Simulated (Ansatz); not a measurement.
# C2H8NSb, SMILES [CH3][SbH][CH2]N: vertical spin-state energies

With the Python package of Ansatz (0.2.0).

Contents of `c2h8nsb.xyz`:
```text
12

C    -1.56320    0.89500    0.18990
Sb    0.43700    1.42940   -0.30710
C     1.17790   -0.38170    0.60390
N     1.07450   -1.53580   -0.23770
H    -2.28550    1.66600   -0.32540
H    -1.75120    0.99930    1.27640
H    -1.83050   -0.07590   -0.18160
H     0.34090    0.71480   -1.90700
H     0.71060   -0.52170    1.63700
H     2.30050   -0.25270    0.82380
H    -0.03240   -1.62930   -0.40860
H     1.49830   -1.36270   -1.12960
```

Notebook, run cell by cell (the value of a cell's last expression is shown):

In [1]:
```python
import ansatz as az
```

In [2]:
```python
c2h8nsb = az.Crystal.molecule_from_extxyz("c2h8nsb.xyz")

base = c2h8nsb.calculation().basis(gaussian="def2-TZVP").functional("PBE")
found = {}
for unpaired in [0, 2, 4]:
    rep = base.spin("collinear", total=unpaired).run().report
    s = unpaired / 2
    found[unpaired] = rep["free_energy_ev"]
    print(f"2S+1 = {unpaired + 1}: E = {found[unpaired]:.5f} eV, <S^2> = {abs(rep['mean_field']['state']['spin_squared']):.3f} (pure state {s * (s + 1):.2f})")
lowest = min(found, key=found.get)
for unpaired, e in found.items():
    print(f"multiplicity {unpaired + 1}: {96.485332 * (e - found[lowest]):.1f} kJ/mol above the lowest")
```
```text
2S+1 = 1: E = -10227.43888 eV, <S^2> = 0.000 (pure state 0.00)
2S+1 = 3: E = -10223.63556 eV, <S^2> = 2.004 (pure state 2.00)
2S+1 = 5: E = -10218.64431 eV, <S^2> = 6.004 (pure state 6.00)
multiplicity 1: 0.0 kJ/mol above the lowest
multiplicity 3: 367.0 kJ/mol above the lowest
multiplicity 5: 848.5 kJ/mol above the lowest
```

In order: multiplicity 1 (+0.00 eV), multiplicity 3 (+3.80 eV) and multiplicity 5 (+8.79 eV), all at the one geometry.

Total energies depend on the basis set; only differences at equal settings carry meaning. The geometry is a force-field or estimated start, not a minimum of this method, and the basis set is short of its limit. All parts are taken at fixed geometry, without zero-point energy. def2 sets replace the cores of elements past krypton by effective core potentials. Spin-orbit coupling, which mixes and shifts the spin states of heavy atoms, is left out. The whole script took 36 s on 1 thread of Intel(R) Xeon(R) 6975P-C (Granite Rapids), with other jobs on the host, peak memory 0.59 GiB.

(Lines on the test bed's own set-up are left out of the output.)
